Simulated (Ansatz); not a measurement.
Geometry optimisation, DFT PBEsol, scalar-relativistic, plane waves, PAW in Ansatz 0.2.0.

Input file:

```yaml
crystal:
  lattice:
    - [0.0, 5.43, 5.43]
    - [5.43, 0.0, 5.43]
    - [5.43, 5.43, 0.0]
  atoms:
    - { symbol: Si, position: [0.0, 0.0, 0.0] }
    - { symbol: Si, position: [0.125, 0.125, 0.125] }
    - { symbol: Si, position: [0.0, 0.0, 0.5] }
    - { symbol: Si, position: [0.125, 0.125, 0.625] }
    - { symbol: Si, position: [0.0, 0.5, 0.0] }
    - { symbol: Si, position: [0.125, 0.625, 0.125] }
    - { symbol: Si, position: [0.0, 0.5, 0.5] }
    - { symbol: Si, position: [0.125, 0.625, 0.625] }
    - { symbol: Si, position: [0.5, 0.0, 0.0] }
    - { symbol: Si, position: [0.625, 0.125, 0.125] }
    - { symbol: Si, position: [0.5, 0.0, 0.5] }
    - { symbol: Si, position: [0.625, 0.125, 0.625] }
    - { symbol: Si, position: [0.5, 0.5, 0.0] }
    - { symbol: Si, position: [0.625, 0.625, 0.125] }
    - { symbol: Si, position: [0.5, 0.5, 0.5] }
    - { symbol: Si, position: [0.625, 0.625, 0.625] }
    - { symbol: Cu, position: [0.36950524, -0.11613602, 0.37003831] }
total_charge: 1
basis:
  ecutwfc: 420.0
kpoints:
  mp_grid: { grid: [2, 2, 2] }
hamiltonian:
  xc: pbesol
  pseudopotentials: { kind: paw, azcp: { folder: soft_1 } }
scf:
  occupations: { method: fermi_dirac, width: 0.02 }
  lower_state_search: "off"
relax:
  f_tol: 0.03
  max_steps: 60
  adjacent_minimum: "off"
```

Launched with:

```bash
$ ansatz run input.yaml --threads 1 --pin off --max-ram 3072MiB --backend cpu --events-out ev --progress --plain --runs-dir out
```

Q: Where does it end, and by what steps?

A: It converged. The force dipped under the threshold on the way, but the program's further checks kept it going. Limits of this set-up: coarse k mesh, PAW files made for another functional, a small cell, in which the defect meets its images, charged cell in a uniform background, uncorrected. After 12 steps the energy has fallen by 0.148 eV; Cu17 moved furthest, 0.49 Å.

```csv
step,energy less start (eV),largest force component (eV/Å),accepted
0,0.0000,0.581,yes
1,-0.0830,0.198,yes
2,-0.0915,0.049,yes
3,-0.0947,0.254,yes
4,-0.1052,0.150,yes
5,-0.1148,0.097,yes
6,-0.1194,0.121,yes
7,-0.1278,0.131,yes
8,-0.1413,0.158,yes
9,-0.1452,0.050,yes
10,-0.1469,0.045,yes
11,-0.1473,0.027,yes
12,-0.1476,0.005,yes
```

```xyz
17
Lattice="0.0000 5.4300 5.4300 5.4300 0.0000 5.4300 5.4300 5.4300 0.0000" Properties=species:S:1:pos:R:3
Si -0.132 0.131 -0.097
Si 1.307 1.348 1.279
Si 2.781 2.647 -0.118
Si 4.080 4.120 1.277
Si 2.645 0.037 2.671
Si 3.963 1.465 3.971
Si 5.391 2.782 2.670
Si 6.820 4.037 4.032
Si -0.094 2.696 2.757
Si 1.277 4.151 4.089
Si 2.734 5.521 2.756
Si 4.222 6.636 4.155
Si 2.646 2.782 5.398
Si 4.007 4.052 6.814
Si 5.542 5.316 5.559
Si 6.806 6.850 6.814
Cu 1.685 3.744 1.647
```

Whether the end is a true minimum wasn't checked by a vibrational analysis.

Run time: 86 s on 1 thread of Arm Neoverse V1, on a shared host, peak memory 0.56 GiB.
